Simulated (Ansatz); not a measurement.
# C2H10InNO: basis-set convergence

One table from this session's results is given with a row withheld; the runs are named, their logs left out.

The runs use Ansatz 0.2.0, Gaussian basis; one geometry, several basis sets.

Plan: PBE0-D4/def2-SVP; ωB97M-V/def2-SVP; PBE0-D4/def2-QZVPP; ωB97M-V/def2-QZVPP; the functionals' def2-TZVPP values are taken from earlier runs.

**The relaxed structure**

All runs share one geometry, relaxed beforehand with PBE0-D4 in a triple-zeta def2 set. In takes the def2 core potential; no spin-orbit term is included.

SMILES `[CH3][In-]([CH3])([NH3+])[OH]`, 15 atoms, charge 0, spin multiplicity 1.

Atoms are counted from 1 here; the program's logs count them from 0.

Bond lengths: C1–In2 2.152 Å, C1–H6 1.092 Å, C1–H7 1.091 Å, C1–H8 1.091 Å, In2–C3 2.158 Å, In2–N4 2.376 Å, In2–O5 2.057 Å, C3–H9 1.092 Å, C3–H10 1.092 Å, C3–H11 1.092 Å, N4–H12 1.012 Å, N4–H13 1.022 Å, N4–H14 1.012 Å, O5–H15 0.958 Å. Angles: In2–C1–H6 111.4°, In2–C1–H7 110.7°, In2–C1–H8 109.3°, H6–C1–H7 108.0°, H6–C1–H8 109.1°, H7–C1–H8 108.2°, C1–In2–C3 132.8°, C1–In2–N4 101.1°, C1–In2–O5 110.8°, C3–In2–N4 104.5°, C3–In2–O5 113.0°, N4–In2–O5 77.6°, In2–C3–H9 111.2°, In2–C3–H10 110.6°, In2–C3–H11 110.1°, H9–C3–H10 107.9°, H9–C3–H11 108.8°, H10–C3–H11 108.2° and more.

Coordinates:

```
C    -2.2031    0.5708   -0.0284
In   -0.0562    0.4432    0.0419
C     1.3767    0.6939    1.6360
N     0.2943   -1.7766   -0.7309
O     0.7546    0.7470   -1.8243
H    -2.6672   -0.1290    0.6694
H    -2.5391    1.5768    0.2287
H    -2.5452    0.3453   -1.0399
H     1.0808    0.1319    2.5240
H     1.4592    1.7459    1.9161
H     2.3609    0.3487    1.3137
H     0.9790   -2.3587   -0.2656
H     0.7008   -1.4004   -1.5895
H    -0.5115   -2.3441   -0.9615
H     1.4942    1.3544   -1.8606
```

Set-up of the first run:

File in.yaml:

```yaml
crystal:
  periodic: [false, false, false]
  atoms:
    - {symbol: C, position_ang: [-2.203122, 0.570776, -0.028364]}
    - {symbol: In, position_ang: [-0.056155, 0.443221, 0.041902]}
    - {symbol: C, position_ang: [1.376687, 0.693880, 1.636037]}
    - {symbol: N, position_ang: [0.294308, -1.776565, -0.730916]}
    - {symbol: O, position_ang: [0.754638, 0.747043, -1.824256]}
    - {symbol: H, position_ang: [-2.667187, -0.129043, 0.669386]}
    - {symbol: H, position_ang: [-2.539126, 1.576824, 0.228665]}
    - {symbol: H, position_ang: [-2.545245, 0.345332, -1.039896]}
    - {symbol: H, position_ang: [1.080800, 0.131910, 2.524004]}
    - {symbol: H, position_ang: [1.459186, 1.745895, 1.916053]}
    - {symbol: H, position_ang: [2.360941, 0.348702, 1.313736]}
    - {symbol: H, position_ang: [0.979039, -2.358699, -0.265558]}
    - {symbol: H, position_ang: [0.700754, -1.400381, -1.589479]}
    - {symbol: H, position_ang: [-0.511533, -2.344054, -0.961462]}
    - {symbol: H, position_ang: [1.494216, 1.354360, -1.860552]}
basis:
  gaussian: {orbitals: def2-SVP}
hamiltonian: {xc: pbe0, dispersion: d4}
output: {orbitals: {seedname: orbitals}}
```

Launch:

```sh
$ ansatz run in.yaml --threads 4 --pin off --events-out ev --progress --plain --max-ram 11315MiB
```

Steps of the session up to this table: PBE0-D4 in def2-SVP; ωB97M-V in def2-SVP; PBE0-D4 in def2-QZVPP; ωB97M-V in def2-QZVPP.

One table of the session follows, with a row left open; its other results are not shown here.

It belongs to the step «Density functionals: the series». 

```
functional       basis  HOMO (eV)  LUMO (eV)
   PBE0-D4    def2-SVP      -6.46       0.73
   PBE0-D4  def2-TZVPP          ?          ?
   PBE0-D4  def2-QZVPP      -6.73      -0.23
   ωB97M-V    def2-SVP      -8.73       2.24
   ωB97M-V  def2-TZVPP      -8.92       1.24
   ωB97M-V  def2-QZVPP      -8.96       0.78
```

**Question.** Estimate the row for PBE0-D4, def2-TZVPP.

The run gave: HOMO (eV): -6.68; LUMO (eV): 0.09. In the column «HOMO (eV)» it lies between PBE0-D4, def2-QZVPP (-6.73) and PBE0-D4, def2-SVP (-6.46).
